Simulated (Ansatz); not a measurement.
# SbMo: strong compression

The task here is to estimate one member of a computed series from the others.

Program: Ansatz 0.2.0. Level of theory: DFT, LDA, PAW with Ansatz's default frozen-core files, scalar-relativistic. These are calculated values, not measurements.

### Starting point

It takes space group Pm-3m (No. 221, cubic). The conventional cell has a = 3.232 Å, b = 3.232 Å, c = 3.232 Å, α = 90.00°, β = 90.00°, γ = 90.00°. Around Mo (site symmetry m-3m) lie 8 Sb at 2.80 Å. Sb (site symmetry m-3m) is surrounded by 8 Mo at 2.80 Å.

Structure file:

```cif
data_structure
_symmetry_space_group_name_H-M 'P 1'
_symmetry_Int_Tables_number 1
_cell_length_a 3.2318
_cell_length_b 3.2318
_cell_length_c 3.2318
_cell_angle_alpha 90.000
_cell_angle_beta 90.000
_cell_angle_gamma 90.000
_cell_volume 33.75
loop_
_atom_site_label
_atom_site_type_symbol
_atom_site_fract_x
_atom_site_fract_y
_atom_site_fract_z
_atom_site_occupancy
Mo1 Mo 0.00000 0.00000 0.00000 1
Sb1 Sb 0.50000 0.50000 0.50000 1
```

Whether this phase is the stable one at these pressures isn't tested.

Atoms are numbered in the order of the input: Mo1, Sb2.

Set-up of the first run:

input.yaml

```yaml
crystal:
  lattice:
    - [3.2317894572, 0.0, 0.0]
    - [0.0, 3.2317894572, 0.0]
    - [0.0, 0.0, 3.2317894572]
  atoms:
    - { symbol: Mo, position: [0.0, 0.0, 0.0] }
    - { symbol: Sb, position: [0.5, 0.5, 0.5] }
kpoints:
  mp_grid: { grid: [13, 13, 13] }
scf:
  occupations: { method: fermi_dirac, width: 0.08 }
hamiltonian:
  xc: lda
  pseudopotentials: { kind: paw }
output:
  forces: true
  stress: true
relax:
  f_tol: 0.005
  max_steps: 40
  cell: {}
```

Launch:

```console
ansatz run input.yaml --threads 1 --pin off --max-ram 2048MiB --backend cpu --events-out ev --progress --plain --runs-dir out
```

Steps of the session up to this table: Cell relaxed at zero pressure, PAW; Volume scaled by 1, PAW; Volume scaled by 1, PAW (cutoff 300 eV); Volume scaled by 0.9, PAW; Volume scaled by 0.8, PAW; Volume scaled by 0.7, PAW; Volume scaled by 0.6, PAW; Volume scaled by 0.5, PAW; Volume scaled by 0.4, PAW; Volume scaled by 0.4, PAW (partial_waves polarizable).

One of the session's tables, all rows but one given; the rest of the session is left out.

```
                         method  volume over the first  volume (Å³/atom)  pressure (GPa)
                            PAW                      1            17.368           -0.01
                            PAW                    0.9                 ?               ?
                            PAW                    0.8            13.895           70.44
                            PAW                    0.7            12.158          151.95
                            PAW                    0.6            10.421          303.55
                            PAW                    0.5             8.684          610.35
                            PAW                    0.4             6.947         1285.01
            PAW (cutoff 300 eV)                      1            17.368           -0.02
PAW (partial_waves polarizable)                    0.4             6.947         1285.01
```

Q: Estimate the row for PAW, 0.9 from the others.

The run gave: volume (Å³/atom): 15.631; pressure (GPa): 25.33. In the column «volume (Å³/atom)» it lies between PAW, 0.8 (13.895) and PAW, 1 (17.368).

Caveats from the session: Warnings in the runs' records: cutoff below recommended.
